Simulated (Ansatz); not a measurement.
Molecular dynamics of K2Nb3S6

Input file:

```yaml
accuracy: low
crystal:
  lattice:
    - [15.932786, 0.0, 0.0]
    - [0.0, 5.192144, 2.997569]
    - [0.0, -5.192144, 2.997569]
  atoms:
    - { symbol: K, position: [0.5, 4.0e-06, 0.333293] }
    - { symbol: K, position: [0.5, 0.333293, 4.0e-06] }
    - { symbol: K, position: [0.0, 0.3331559, 0.6666711] }
    - { symbol: K, position: [0.0, 0.6666711, 0.3331559] }
    - { symbol: Nb, position: [0.2507738, 0.3314628, 0.6666916] }
    - { symbol: Nb, position: [0.2509961, 0.001896, 0.001896] }
    - { symbol: Nb, position: [0.2507738, 0.6666916, 0.3314628] }
    - { symbol: Nb, position: [0.7492262, 0.3314628, 0.6666916] }
    - { symbol: Nb, position: [0.7490039, 0.001896, 0.001896] }
    - { symbol: Nb, position: [0.7492262, 0.6666916, 0.3314628] }
    - { symbol: S, position: [0.1532661, 0.3329894, 0.3329894] }
    - { symbol: S, position: [0.153246, 0.9987806, 0.6683655] }
    - { symbol: S, position: [0.153246, 0.6683655, 0.9987806] }
    - { symbol: S, position: [0.8467339, 0.3329894, 0.3329894] }
    - { symbol: S, position: [0.846754, 0.9987806, 0.6683655] }
    - { symbol: S, position: [0.846754, 0.6683655, 0.9987806] }
    - { symbol: S, position: [0.348196, 0.336699, 0.336699] }
    - { symbol: S, position: [0.3482069, 0.9968225, 0.6664991] }
    - { symbol: S, position: [0.3482069, 0.6664991, 0.9968225] }
    - { symbol: S, position: [0.651804, 0.336699, 0.336699] }
    - { symbol: S, position: [0.6517931, 0.9968225, 0.6664991] }
    - { symbol: S, position: [0.6517931, 0.6664991, 0.9968225] }
basis:
  ecutwfc: 420.0
kpoints:
  mp_grid: { grid: [1, 2, 2] }
hamiltonian:
  xc: pbe
scf:
  occupations: { method: fermi_dirac, width: 0.05 }
  lower_state_search: "off"
  convergence: { dr2_threshold: 0.1 }
  max_iter: 92
md:
  timestep: 2
  n_steps: 200
  ensemble: nvt_langevin
  temperature: 500.0
  initial_velocities: maxwell_boltzmann
  seed: 595503
  friction: 0.01
```

Run as:

```bash
$ ansatz run input.yaml --threads 2 --pin off --max-ram 5120MiB --backend cpu --events-out ev --progress --plain --runs-dir out
```

It starts from an unrelaxed structure (largest force component 0.20 eV/Å).

Output, in part (warnings, step lines):

```
WARN: F and its Harris–Foulkes estimate disagree by 1.04e-2 eV at the final density (on a DFT+U run the figure also counts the on-site term, by absolute value) — the energy may not be reliable. Consider tightening scf.convergence.
WARN: F and its Harris–Foulkes estimate disagree by 7.82e-2 eV at the final density (on a DFT+U run the figure also counts the on-site term, by absolute value) — the energy may not be reliable. Consider tightening scf.convergence.
WARN: F and its Harris–Foulkes estimate disagree by 2.32e-2 eV at the final density (on a DFT+U run the figure also counts the on-site term, by absolute value) — the energy may not be reliable. Consider tightening scf.convergence.
WARN: F and its Harris–Foulkes estimate disagree by 2.18e-2 eV at the final density (on a DFT+U run the figure also counts the on-site term, by absolute value) — the energy may not be reliable. Consider tightening scf.convergence.
WARN: F and its Harris–Foulkes estimate disagree by 3.94e-2 eV at the final density (on a DFT+U run the figure also counts the on-site term, by absolute value) — the energy may not be reliable. Consider tightening scf.convergence.
WARN: F and its Harris–Foulkes estimate disagree by 4.72e-2 eV at the final density (on a DFT+U run the figure also counts the on-site term, by absolute value) — the energy may not be reliable. Consider tightening scf.convergence.
md step     0: t =     0.00 fs  T =   477.3 K  F+E_penalty+E_count = -44317.22129039 eV  E_kin = 1.357230 eV  (6 SCF iters)
md step     1: t =     2.00 fs  T =   481.1 K  F+E_penalty+E_count = -44317.20603650 eV  E_kin = 1.368086 eV  (2 SCF iters)
md step     2: t =     4.00 fs  T =   441.4 K  F+E_penalty+E_count = -44317.16414932 eV  E_kin = 1.255346 eV  (2 SCF iters)
md step     3: t =     6.00 fs  T =   442.1 K  F+E_penalty+E_count = -44317.09476445 eV  E_kin = 1.257110 eV  (2 SCF iters)
md step     4: t =     8.00 fs  T =   418.8 K  F+E_penalty+E_count = -44317.00452788 eV  E_kin = 1.190818 eV  (2 SCF iters)
md step     5: t =    10.00 fs  T =   393.1 K  F+E_penalty+E_count = -44316.89614167 eV  E_kin = 1.117906 eV  (2 SCF iters)
md step     6: t =    12.00 fs  T =   317.3 K  F+E_penalty+E_count = -44316.77684121 eV  E_kin = 0.902198 eV  (2 SCF iters)
md step     7: t =    14.00 fs  T =   264.2 K  F+E_penalty+E_count = -44316.67334701 eV  E_kin = 0.751386 eV  (3 SCF iters)
[... lines left out ...]
md step   200: t =   400.00 fs  T =   610.4 K  F+E_penalty+E_count = -44315.79472671 eV  E_kin = 1.735946 eV  (2 SCF iters)
```

The steps, from the saved trajectory:

```csv
time (fs),T (K),potential energy less start (eV)
0.0,477,0.000
12.0,317,0.444
24.0,179,0.929
36.0,267,0.747
48.0,289,0.725
60.0,297,0.719
72.0,363,0.750
84.0,260,0.865
96.0,275,0.810
108.0,415,0.746
120.0,371,0.763
132.0,374,0.900
144.0,383,1.020
156.0,396,0.985
168.0,479,0.934
180.0,428,1.243
192.0,271,1.555
204.0,427,1.460
216.0,572,1.261
228.0,531,1.314
240.0,588,1.301
252.0,501,1.369
264.0,577,1.268
276.0,719,1.133
288.0,626,1.459
300.0,485,1.811
312.0,577,1.757
324.0,790,1.336
336.0,694,1.293
348.0,495,1.557
360.0,472,1.614
372.0,645,1.454
384.0,707,1.250
396.0,606,1.314
```

All steps were run. The mean temperature of the second half is 18 % above the set value. A run of 0.4 ps of so small a system gives no equilibrium averages. The SCF threshold is loose, so the forces are noisy. Limits of this set-up: coarse k mesh, low accuracy level.

Mean squared displacements from the first frame to the last, about the centre of mass: K 0.08 Å², Nb 0.03 Å², S 0.02 Å².

Last frame:

```xyz
22
Lattice="15.9328 0.0000 0.0000 0.0000 5.1921 2.9976 0.0000 -5.1921 2.9976" Properties=species:S:1:pos:R:3
K 7.839 -1.402 0.875
K 7.571 1.979 0.926
K -0.165 -1.343 3.274
K -0.152 2.060 3.240
Nb 3.936 -1.477 3.194
Nb 3.840 0.268 0.219
Nb 3.896 1.956 3.058
Nb 11.951 -1.675 2.873
Nb 11.886 0.128 -0.050
Nb 11.986 1.996 3.006
S 2.340 0.143 2.152
S 2.416 1.901 5.211
S 2.307 -1.498 5.120
S 13.434 0.362 1.939
S 13.545 1.896 4.932
S 13.424 -1.494 5.030
S 5.479 0.196 2.112
S 5.386 1.866 5.086
S 5.431 -1.505 5.001
S 10.403 0.336 2.020
S 10.431 1.915 4.925
S 10.387 -1.692 4.905
```

The run took 13 min on 2 threads of Arm Neoverse V1, on a shared host, peak memory 1.1 GiB.
